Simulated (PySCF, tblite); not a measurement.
**C4H8OSSi2: geometry, infrared bands and NMR shifts**

Wanted: the infrared bands and NMR shifts of C4H8OSSi2 (`O[SiH2][SiH2]c1cccs1`), by calculation.

Computed with tblite 0.8.0 and PySCF 2.14.0, with density-fitted response routines of our own, on a single molecule in the gas phase. Atoms are numbered from 0 throughout.

## (1) The molecule as given

16 atoms, charge 0, multiplicity 1; geometry from: force field or distance geometry start.

Bonds of the start (Å): O0–Si1 1.67, Si1–Si2 2.35, Si2–C3 1.87, C3–C4 1.40, C4–C5 1.42, C5–C6 1.38, C6–S7 1.70, S7–C3 1.71, O0–H8 0.97, Si1–H9 1.47, Si1–H10 1.49, Si2–H11 1.49, Si2–H12 1.48, C4–H13 1.07, C5–H14 1.09, C6–H15 1.07.

## (2) Relaxing the molecule with GFN2-xTB

What the job is given:

```
{"job": {"kind": "relax", "xc": "GFN2-xTB", "basis": "xTB"}, "charge": 0, "multiplicity": 1}
O     -2.524000     1.458200     0.842800
Si    -2.622200     0.347400    -0.395500
Si    -1.043600    -1.367300    -0.101000
C      0.615400    -0.552200     0.181500
C      1.350600    -0.322900     1.347100
C      2.582300     0.334400     1.066200
C      2.762600     0.578000    -0.278700
S      1.451200     0.016500    -1.203000
H     -1.752300     2.042800     0.834600
H     -2.362900     1.067000    -1.650300
H     -3.996100    -0.215700    -0.431900
H     -1.397100    -2.191100     1.091100
H     -1.008700    -2.254000    -1.287000
H      1.025500    -0.606700     2.330200
H      3.310500     0.621800     1.824600
H      3.601100     1.052800    -0.745800
```

Run with:

```
$ OMP_NUM_THREADS=1 python probes_run.py task.json out
```

This one command runs all jobs of the session in turn.

**Question.** This job is followed by: GFN2-xTB harmonic vibrations, gas phase; GIAO PBE0/pcSseg-1 NMR shielding, non-relativistic, gas phase. Predict these results of the whole session: strongest single infrared mode (GFN2-xTB); zero-point energy (GFN2-xTB); 13C shifts against TMS (PBE0/pcSseg-1); 1H shifts against TMS (PBE0/pcSseg-1, means over atoms taken as alike); 17O shifts against H2O (PBE0/pcSseg-1); 29Si shifts against TMS (PBE0/pcSseg-1); 33S shifts against CS2 (PBE0/pcSseg-1).

The runs gave:

| quantity | value |
| --- | --- |
| strongest single infrared mode (GFN2-xTB) | 2190 cm⁻¹, 600 km/mol |
| zero-point energy (GFN2-xTB) | 63.6 kcal/mol |
| 13C shifts against TMS (PBE0/pcSseg-1) | 143.2, 142.3, 137.3, 132.2 ppm |
| 1H shifts against TMS (PBE0/pcSseg-1, means over atoms taken as alike) | 7.63, 7.50, 7.32, 5.46, 4.63, 0.16 ppm |
| 17O shifts against H2O (PBE0/pcSseg-1) | -8.0 ppm |
| 29Si shifts against TMS (PBE0/pcSseg-1) | -26.7, -83.6 ppm |
| 33S shifts against CS2 (PBE0/pcSseg-1) | 267 ppm |

**Reading.** Relaxing lowered the energy by 0.190 eV in 47 steps; the close pair that moved most is O0–Si1, from 1.666 to 1.631 Å. The lowest mode is slightly imaginary (7i cm⁻¹), a soft motion within the noise of the Hessian, so the minimum is not strictly shown. The strongest single mode, at 2190 cm⁻¹, moves mainly H11. Unscaled tight-binding wavenumbers are off by several per cent, some by more. Its intensities can rank the bands wrongly. At PBE0/pcSseg-1: Shielding is most anisotropic at S7 (span 309 ppm, paramagnetic term -822 ppm). NICS(1)zz of -28 ppm above the planar ring from C3 marks a diatropic (aromatic) ring current.
